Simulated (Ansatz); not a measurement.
# Cu3O2: the cost of one run

Method: DFT PBE, scalar-relativistic, plane waves, PAW, in Ansatz 0.2.0.

17 further runs of the same task are left out: 17 set aside as unsound or not needed.

**1. The starting structure**

It takes space group I4/mmm (No. 139, tetragonal). The conventional cell has a = 4.046 Å, b = 4.046 Å, c = 7.347 Å, α = 90.00°, β = 90.00°, γ = 90.00°. Around Cu (site symmetry -4m2) lie 2 O at 1.84 Å. Around Cu (site symmetry 4/mmm) lie 4 O at 2.02 Å. O (site symmetry mmm) has 4 Cu at 1.84 to 2.02 Å as nearest neighbours.

As a file:

```
CELL_PARAMETERS angstrom
-2.02298 2.02298 3.67362
2.02298 -2.02298 3.67362
2.02298 2.02298 -3.67362
ATOMIC_POSITIONS crystal
Cu 0.25000 0.75000 0.50000
Cu 0.75000 0.25000 0.50000
Cu 0.00000 0.00000 0.00000
O 0.00000 0.50000 0.50000
O 0.50000 0.00000 0.50000
```

Source of the structure: the Materials Project (structure only).

**5. Setting up the map**

The energy is mapped over the lattice constants a and c of the conventional cell.

First coordinate, lattice constant a (and b): 7 values from 3.945 to 4.189 Å. Second coordinate, lattice constant c: 7 values from 6.754 to 7.929 Å.

Nothing else is relaxed (symmetry fixes all fractional coordinates). Energies count from the relaxed crystal. Points are written as (first, second).

(The set-up runs are not shown.)

**6. Grid point (4.107 Å, 7.929 Å)**

Input file input.yaml:

```yaml
crystal:
  lattice:
    - [-2.05365, 2.05365, 3.9644]
    - [2.05365, -2.05365, 3.9644]
    - [2.05365, 2.05365, -3.9644]
  atoms:
    - { symbol: Cu, position: [0.25, 0.75, 0.5] }
    - { symbol: Cu, position: [0.75, 0.25, 0.5] }
    - { symbol: Cu, position: [0.0, 0.0, 0.0] }
    - { symbol: O, position: [0.0, 0.5, 0.5] }
    - { symbol: O, position: [0.5, 0.0, 0.5] }
basis:
  ecutwfc: 520.0
kpoints:
  mp_grid: { grid: [14, 14, 14] }
hamiltonian:
  xc: pbe
  pseudopotentials: { kind: paw, azcp: { folder: soft_1 } }
scf:
  occupations: { method: gaussian, width: 0.15 }
output:
  forces: true
  stress: true
  eigenvalues: true
```

Started as:

```bash
ansatz run input.yaml --threads 4 --pin off --max-ram 8192MiB --backend cpu --events-out ev --progress --plain --runs-dir out
```

What time and memory should one allow on 4 threads of Arm Neoverse V2, shared host?

About 18 s, with a peak of 0.86 GiB.
